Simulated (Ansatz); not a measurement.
# CH4ClOSV: the cost of one run

Computed with the Python package of Ansatz 0.2.0. The levels of theory stand in the script.

## Step 1: The structure

Bond lengths: C1–V2 2.102 Å, V2–O3 1.943 Å, V2–S4 2.026 Å, V2–Cl5 2.337 Å, C1–H6 1.155 Å, C1–H7 1.136 Å, C1–H8 1.046 Å, O3–H9 0.979 Å. Angles: C1–V2–O3 108.0°, C1–V2–S4 110.7°, C1–V2–Cl5 111.0°, O3–V2–S4 108.8°, O3–V2–Cl5 109.9°, S4–V2–Cl5 108.2°, V2–C1–H6 109.4°, V2–C1–H7 108.4°, V2–C1–H8 111.7°, H6–C1–H7 104.4°, H6–C1–H8 111.8°, H7–C1–H8 110.8°, V2–O3–H9 108.7°.

No structure file is read: the coordinates are typed or built in the script.

## Step 2: Script

methods.py reads:

```python
"""One geometry of CH4ClOSV, method by method."""

from pathlib import Path
import warnings

import ansatz as az
import numpy as np

warnings.simplefilter("ignore", az.DeckWarning)

geometry_ang = [
    ("C", (-1.2391, -0.3098, -0.2018)),
    ("V", (0.7606, 0.3369, -0.2196)),
    ("O", (1.5435, -0.0832, 1.5078)),
    ("S", (1.8107, -0.6194, -1.6638)),
    ("Cl", (0.8956, 2.6356, -0.6183)),
    ("H", (-1.8302, 0.2949, 0.5853)),
    ("H", (-1.7172, -0.0273, -1.193)),
    ("H", (-1.3113, -1.3396, -0.0342)),
    ("H", (1.1759, -0.9345, 1.8205)),
]
system = az.Crystal.molecule()
for symbol, xyz in geometry_ang:
    system = system.atom(symbol, xyz)

calc = system.calculation().basis(gaussian="def2-SVP")

print("functional    E (Ha)        dipole (D)   HOMO (eV)  LUMO (eV)")
for name in ["hse06", "blyp", "pbe0", "b3lyp", "hf"]:
    summary = calc.functional(name).forces().orbitals().run(threads=1, runs_dir="runs").report
    lines = Path(summary["orbitals_path"]).read_text().splitlines()
    field_of = lambda key: [line.split("=")[1].strip() for line in lines if line.startswith(key)]
    orbitals = [(27.211386 * float(e), s, float(n)) for e, s, n in zip(field_of("Ene="), field_of("Spin="), field_of("Occup="))]
    homo = max(e for e, _, n in orbitals if n > 0.5)
    lumo = min(e for e, _, n in orbitals if n < 0.5)
    dipole = 4.803205 * np.linalg.norm(summary["charge_distribution"]["dipole_moment_e_ang"])
    print(f"{name:10s} {summary['free_energy_ev'] / 27.211386246:14.6f} {dipole:9.3f} {homo:11.3f} {lumo:10.3f}")
```

## Step 3: The input behind the calls

The engine receives this input (first run):

```yaml
crystal:
  periodic: [false, false, false]
  atoms:
    - { symbol: C, position_ang: [-1.2391, -0.3098, -0.2018] }
    - { symbol: V, position_ang: [0.7606, 0.3369, -0.2196] }
    - { symbol: O, position_ang: [1.5435, -0.0832, 1.5078] }
    - { symbol: S, position_ang: [1.8107, -0.6194, -1.6638] }
    - { symbol: Cl, position_ang: [0.8956, 2.6356, -0.6183] }
    - { symbol: H, position_ang: [-1.8302, 0.2949, 0.5853] }
    - { symbol: H, position_ang: [-1.7172, -0.0273, -1.193] }
    - { symbol: H, position_ang: [-1.3113, -1.3396, -0.0342] }
    - { symbol: H, position_ang: [1.1759, -0.9345, 1.8205] }
basis:
  gaussian:
    orbitals: def2-SVP
hamiltonian:
  xc: hse06
output:
  orbitals: {}
  forces: true
```

## Step 4: The run

Started as:

```
$ python methods.py
```

Q: Estimate wall time and peak memory on 1 thread of Intel Xeon Platinum 8488C (Sapphire Rapids), shared host.

About 39 s, with a peak of 0.42 GiB.
